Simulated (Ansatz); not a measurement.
**GaBrF radical: how energies converge with the basis set**

Aim: see how fast density functionals converge with the basis set for GaBrF radical.

Program: Ansatz 0.2.0, Gaussian basis. Level of theory: one geometry, several basis sets. These are calculated values, not measurements.

Levels to be run: PBE0-D4/def2-SVP; ωB97M-V/def2-SVP; PBE0-D4/def2-QZVPP; ωB97M-V/def2-QZVPP; the functionals' def2-TZVPP values are taken from earlier runs.

## 1. Structure used throughout

All runs share one geometry, relaxed beforehand with PBE0-D4 in a triple-zeta def2 set.

SMILES `[F][Ga][Br]`, 3 atoms, charge 0, spin multiplicity 2.

Atoms are counted from 1 here; the program's logs count them from 0.

Bond lengths: F1–Ga2 1.759 Å, Ga2–Br3 2.312 Å. Angles: F1–Ga2–Br3 118.1°.

Geometry (Å):

```
F    -1.45928    0.30395   -0.77619
Ga    0.02087    0.68660    0.09290
Br    1.42750   -1.05535    0.67000
```

## 2. PBE0-D4 in def2-SVP

File in.yaml:

```yaml
crystal:
  periodic: [false, false, false]
  atoms:
    - {symbol: F, position_ang: [-1.459276, 0.303951, -0.776194]}
    - {symbol: Ga, position_ang: [0.020874, 0.686601, 0.092897]}
    - {symbol: Br, position_ang: [1.427501, -1.055354, 0.669997]}
basis:
  gaussian: {orbitals: def2-SVP}
magnetization: {spin_polarized: true, initial_magnetization: 1}
hamiltonian: {xc: pbe0, dispersion: d4}
output: {orbitals: {seedname: orbitals}}
```

Started as:

```bash
ansatz run in.yaml --threads 2 --pin off --events-out ev --progress --plain --max-ram 32768MiB --backend cpu
```

The runs that follow: ωB97M-V in def2-SVP; PBE0-D4 in def2-QZVPP; ωB97M-V in def2-QZVPP.

Q: Predict the results of all the runs planned. Wanted: PBE0-D4: double and triple zeta above quadruple; ωB97M-V: double and triple zeta above quadruple.

**Answer**, as computed:

```
                                       quantity           value
PBE0-D4: double and triple zeta above quadruple  21.44, 2.77 eV
ωB97M-V: double and triple zeta above quadruple  21.32, 2.67 eV
```

What this shows: PBE0-D4 gains 18.67 eV from double to triple zeta, then 2.77 eV more. Total energies overstate the basis error of differences, where much of it tends to cancel.
